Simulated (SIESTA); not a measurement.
The system is MgZn3S4.

```
Zn S Mg
1.0
     6.31228    0.00000    0.00000
     0.00000    3.85447    0.00000
    -0.00527    0.00000    6.69322
Zn S Mg
3 4 1
Cartesian
  6.3417 0.0286 2.2039
  6.2994 1.9568 5.5968
  3.1188 1.9441 1.1218
  3.9763 0.0283 2.1673
  3.9625 1.9811 5.6358
  0.8266 1.9580 1.1124
  0.7544 0.0238 4.5010
  3.1650 -0.0006 4.4655
```

The cell comes from a database or a generator and needn't be the stable form of this composition.

The cell isn't the ideal one: atoms moved at random, drawn with an rms of 0.05 Å.

A run of SIESTA 5.4.2 on this cell left the log below. Logs are shortened: lines on timing, memory, paths and dates and some standing lists are left out, and cuts for length are marked.

```text
Version         : 5.4.2

                           ***********************
                           *  WELCOME TO SIESTA  *
                           ***********************

 NOTE: Siesta V5 introduces some new defaults for basis-set generation
 NOTE: which might lead to slightly different numerical results.
 NOTE: Please see the manual for full details and compatibility measures.

reinit: Reading from file MgZn3S4.fdf

reinit: -----------------------------------------------------------------------
reinit: System Name: MgZn3S4
reinit: -----------------------------------------------------------------------
reinit: System Label: MgZn3S4
reinit: -----------------------------------------------------------------------

initatom: Reading input for the pseudopotentials and atomic orbitals ----------
Species number:   1 Atomic number:   30 Label: Zn
Species number:   2 Atomic number:   16 Label: S
Species number:   3 Atomic number:   12 Label: Mg

Ground state valence configuration (from tables):   4s02  4p00  3d10  4f00
Ground state valence configuration (from tables):   3s02  3p04  3d00  4f00
Ground state valence configuration (from tables):   3s02  3p00  3d00  4f00

---- Processing specs for species: Zn
Reading pseudopotential information in PSML from:
  Zn.psml
PSML file version: 1.1
Using libxc ids:  116 133
GGA--PBEsol XC_GGA_X_PBE_SOL--XC_GGA_C_PBE_SOL ps
Semicore shell(s) with  8 electrons included in the valence for Zn

---- Processing specs for species: S
Reading pseudopotential information in PSML from:
  S.psml
PSML file version: 1.1
Using libxc ids:  116 133
GGA--PBEsol XC_GGA_X_PBE_SOL--XC_GGA_C_PBE_SOL ps

---- Processing specs for species: Mg
Reading pseudopotential information in PSML from:
  Mg.psml
PSML file version: 1.1
Using libxc ids:  116 133
GGA--PBEsol XC_GGA_X_PBE_SOL--XC_GGA_C_PBE_SOL ps
Semicore shell(s) with  8 electrons included in the valence for Mg

---- Pseudopotential check for Zn

Pseudized shells:
3s( 2.00) rc: 1.35
3p( 6.00) rc: 1.65
3d(10.00) rc: 1.85
Valence configuration for ps generation: 3s:3p:3d:4s: Total charge:  20.000000
Semicore shell(s): 3s 3p

[... 824 lines left out ...]
siesta:      2   -0.031607   -0.022885    0.026553
siesta:      3    0.468604    0.067875   -0.023310
siesta:      4    0.083490   -0.048067   -0.155812
siesta:      5    0.299728   -0.453115    0.361029
siesta:      6   -0.376158   -0.025804    0.088943
siesta:      7   -0.498059    0.050771   -0.364384
siesta:      8    0.128829    0.416704   -0.157739
siesta: ----------------------------------------
siesta:    Tot   -0.003333   -0.000204   -0.001041

siesta: Stress tensor (static) (eV/Ang**3):
siesta:    -0.000412    0.001996    0.000487
siesta:     0.001996   -0.000405    0.003154
siesta:     0.000487    0.003154    0.005425

siesta: Cell volume =        162.849120 Ang**3

siesta: Pressure (static):
siesta:                Solid            Molecule  Units
siesta:          -0.00001673         -0.00004412  Ry/Bohr**3
siesta:          -0.00153577         -0.00405108  eV/Ang**3
siesta:          -2.46058111         -6.49055208  kBar

Basis Enthalpy Calculation:
    Basis Pressure for species 1(Zn) :      0.2000000 GPa
    Basis Pressure for species 2(S) :      0.2000000 GPa
    Basis Pressure for species 3(Mg) :      0.2000000 GPa

    Orbital volume contribution        =           4.955594 eV
    (Free)E + p_basis*V_orbitals       =      -19866.271276 eV
    (Free)Eharris+ p_basis*V_orbitals  =      -19866.271276 eV

mulliken: Atomic and Orbital Populations:

Species: Zn
Atom  Qatom  Qorb
               3s      3s      4s      4s      3py     3pz     3px     3py
               3pz     3px     4py     4pz     4px     3dxy    3dyz    3dz2
               3dxz    3dx2-y2 3dxy    3dyz    3dz2    3dxz    3dx2-y2
   1 19.599   1.952   0.019   0.840  -0.135   1.984   1.984   1.986   0.026
              0.026   0.026   0.322   0.313   0.318   1.930   1.932   1.932

              1.932   1.935   0.056   0.056   0.057   0.055   0.055
   2 19.540   1.952   0.019   0.769  -0.102   1.984   1.984   1.985   0.026
              0.026   0.026   0.311   0.312   0.310   1.935   1.931   1.933

              1.932   1.936   0.052   0.056   0.054   0.054   0.053
   3 19.597   1.952   0.019   0.771  -0.103   1.985   1.985   1.985   0.027
              0.026   0.027   0.332   0.319   0.337   1.932   1.936   1.935

              1.932   1.934   0.054   0.052   0.053   0.053   0.054

Species: S
Atom  Qatom  Qorb
               3s      3s      3py     3pz     3px     3py     3pz     3px
               3Pdxy   3Pdyz   3Pdz2   3Pdxz   3Pdx2-y2
   4  6.482   1.701   0.055   1.490   1.648   1.553   0.007  -0.046  -0.036
              0.024   0.020   0.020   0.017   0.029
   5  6.644   1.731   0.033   1.834   1.617   1.631  -0.152  -0.057  -0.088
              0.015   0.016   0.021   0.021   0.021
   6  6.363   1.670   0.075   1.428   1.443   1.458   0.060   0.054   0.036
              0.026   0.026   0.028   0.026   0.032
   7  6.526   1.708   0.051   1.507   1.516   1.779  -0.003  -0.007  -0.134
              0.018   0.026   0.025   0.017   0.024

Species: Mg
Atom  Qatom  Qorb
               2s      2s      3s      3s      2py     2pz     2px     2py
               2pz     2px     3py     3pz     3px
   8  9.250   1.960   0.035   0.371   0.139   1.976   1.972   1.974   0.039
              0.040   0.038   0.247   0.241   0.219

mulliken: Qtot =       94.000

Mulliken Atomic Populations:
Atom #   charge [q] valence [e]  Species
     1     0.401375   19.598625  Zn
     2     0.460038   19.539962  Zn
     3     0.402942   19.597058  Zn
     4    -0.482256    6.482256  S
     5    -0.643562    6.643562  S
     6    -0.362795    6.362795  S
     7    -0.525861    6.525861  S
     8     0.750120    9.249880  Mg
 Total     0.000000

Job completed
```

Problem. Write the input and the command behind it.

Solution. Single point with PBEsol, no spin polarisation. The files as run (others can give the same):

MgZn3S4.fdf
```
SystemName                      MgZn3S4
SystemLabel                     MgZn3S4
NumberOfSpecies                 3
NumberOfAtoms                   8
%block ChemicalSpeciesLabel
  1  30 Zn
  2  16 S
  3  12 Mg
%endblock ChemicalSpeciesLabel

LatticeConstant                 1.0 Ang
%block LatticeVectors
     6.3122801650     0.0000000000     0.0000000000
     0.0000000000     3.8544665400     0.0000000000
    -0.0052711762     0.0000000000     6.6932164447
%endblock LatticeVectors
AtomicCoordinatesFormat         Fractional
%block AtomicCoordinatesAndAtomicSpecies
     1.0049360000     0.0074180000     0.3292800000  1  Zn
     0.9986590000     0.5076580000     0.8361850000  1  Zn
     0.4942280000     0.5043750000     0.1676090000  1  Zn
     0.6302070000     0.0073400000     0.3238020000  2  S
     0.6284450000     0.5139810000     0.8420170000  2  S
     0.1310840000     0.5079950000     0.1662010000  2  S
     0.1200780000     0.0061800000     0.6724790000  2  S
     0.5019680000    -0.0001600000     0.6671750000  3  Mg
%endblock AtomicCoordinatesAndAtomicSpecies

%block kgrid.MonkhorstPack
    4   0   0  0.0
    0   7   0  0.0
    0   0   4  0.0
%endblock kgrid.MonkhorstPack
XC.Functional                   GGA
XC.Authors                      PBEsol
PAO.BasisSize                   DZP
PAO.EnergyShift                 0.003 Ry
Mesh.Cutoff                     800 Ry
OccupationFunction              FD
ElectronicTemperature           0.05 eV
MaxSCFIterations                120
SCF.MustConverge                false
SCF.Mixer.Method                Pulay
SCF.Mixer.Weight                0.25
SCF.Mixer.History               8
SCF.DM.Tolerance                5.0e-05
SCF.H.Tolerance                 1.0e-03 eV
WriteForces                     true
Charge.Mulliken                 end
%block PAO.Basis
  Zn 5
  n=3 0 2
    2.276 0.000
  n=4 0 2
    6.317 0.000
  n=3 1 2
    2.537 0.000
  n=4 1 1
    6.317
  n=3 2 2
    4.164 0.000
  Mg 4
  n=2 0 2
    2.604 0.000
  n=3 0 2
    8.229 0.000
  n=2 1 2
    2.943 0.000
  n=3 1 1
    8.229
%endblock PAO.Basis
```

Potentials or basis: PseudoDojo 0.4 standard (PBEsol files), DZP (energy shift 0.003 Ry; two zetas on semicore shells).
The run is started by
```bash
$ siesta MgZn3S4.fdf > MgZn3S4.out 2>&1
```

Caveat: short orbitals over semicore shells can move pressures by several GPa; the basis of atomic orbitals isn't converged, which shifts pressures, moduli and gaps.
